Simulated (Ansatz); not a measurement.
Runs of Ansatz 0.2.0 on Pd3I. Symmetry: I4/mmm, No. 139, tetragonal system. Conventional cell: a = 4.294 Å, b = 4.294 Å, c = 7.752 Å, α = 90.00°, β = 90.00°, γ = 90.00°. I (site symmetry 4/mmm) has 12 Pd at 2.89 to 3.04 Å as nearest neighbours. Pd (site symmetry 4/mmm) has 8 Pd at 2.89 Å and 4 I at 3.04 Å as nearest neighbours. Pd (site symmetry -4m2) has 4 I at 2.89 Å and 8 Pd at 2.89 to 3.04 Å as nearest neighbours. The cell comes from a database or a generator and needn't be the stable form of this composition.

```tsv
level	U	hubbard projectors	double counting	gap on the mesh (eV)	pressure (GPa)
PBE+U	Pd d U = 1 eV	ortho-atomic (the default)	fll (the default)	none	-0.3
PBE+U	Pd d U = 6 eV	ortho-atomic (the default)	fll (the default)	none	0.8
PBE+U	Pd d U = 4 eV	ortho-atomic (the default)	fll (the default)	none	(a)
PBE+U	Pd d U = 2 eV	ortho-atomic (the default)	fll (the default)	none	-0.2
PBE+U	Pd d U = 8 eV	ortho-atomic (the default)	fll (the default)	none	(b)
PBE+U	Pd d U = 3 eV	ortho-atomic (the default)	fll (the default)	none	0.0
PBE	-	-	-	none	-0.3
PBE+U	Pd d U = 5 eV	ortho-atomic (the default)	fll (the default)	none	0.5
```

Alike in all rows: task band structure; potentials or basis Ansatz PAW; no spin polarisation; cell as given; k mesh 9 × 9 × 9; cutoff (eV) 420; smearing fermi-dirac 0.05 eV.

Task: Estimate the missing entries.

Result: (a) 0.2; (b) 1.5.

Caveats: spin-orbit coupling is left out, which moves the levels of the heavy elements; an odd number of electrons without spin polarisation forces a metal; a magnetic or distorted state may lie lower; U without spin polarisation on a metal has little footing (some runs).

A k mesh can miss the band edges, and the runs leave out spin-orbit coupling on I, Pd.

A gap of «none» marks a metal or a gap under the smearing width.
